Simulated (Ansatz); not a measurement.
Runs of Ansatz 0.2.0 on BiTe. The structure is cubic, space group Fm-3m (No. 225). Conventional cell: a = 6.470 Å, b = 6.470 Å, c = 6.470 Å, α = 90.00°, β = 90.00°, γ = 90.00°. Bi (site symmetry m-3m) is surrounded by 6 Te at 3.23 Å. Te (site symmetry m-3m) has 6 Bi at 3.23 Å as nearest neighbours. 

| task | level | cell | k mesh | smearing | gap on the mesh (eV) | pressure (GPa) | relaxed volume (Å³/atom) |
| --- | --- | --- | --- | --- | --- | --- | --- |
| single point | PBE | as given | 7 × 7 × 7 | gaussian 0.027 eV | none | 1.0 | - |
| relaxation of cell and atoms | PBEsol+D4 | relaxed | 7 × 7 × 7 | fermi-dirac 0.05 eV | none | 0.0 | 32.01 |
| phonons | PBEsol | as given | 5 × 5 × 5 | fermi-dirac 0.05 eV | none | - | - |
| relaxation of cell and atoms | RPBE+D4 | relaxed | 7 × 7 × 7 | fermi-dirac 0.05 eV | none | 0.0 | (a) |
| relaxation of cell and atoms | PBE+D4 | relaxed | 7 × 7 × 7 | fermi-dirac 0.05 eV | none | 0.0 | 32.98 |

Alike in all rows: potentials or basis Ansatz PAW; no spin polarisation; cutoff (eV) 420.

Task: Fill in the values left out.

Result: (a) 32.45.

Caveats: spin-orbit coupling is left out, which moves the levels of the heavy elements; the plane-wave basis is chosen anew once the cell has moved, so the energies of steps on either side of that aren't comparable (some runs); pairwise dispersion overbinds metals, which lowers pressure and volume (some runs); the PAW data sets come from PBE, with cores solved anew for the run's functional, which leaves a small shift of forces and pressure (some runs).

A k mesh can miss the band edges, and the runs leave out spin-orbit coupling on Bi, Te.

A gap of «none» marks a metal or a gap under the smearing width.
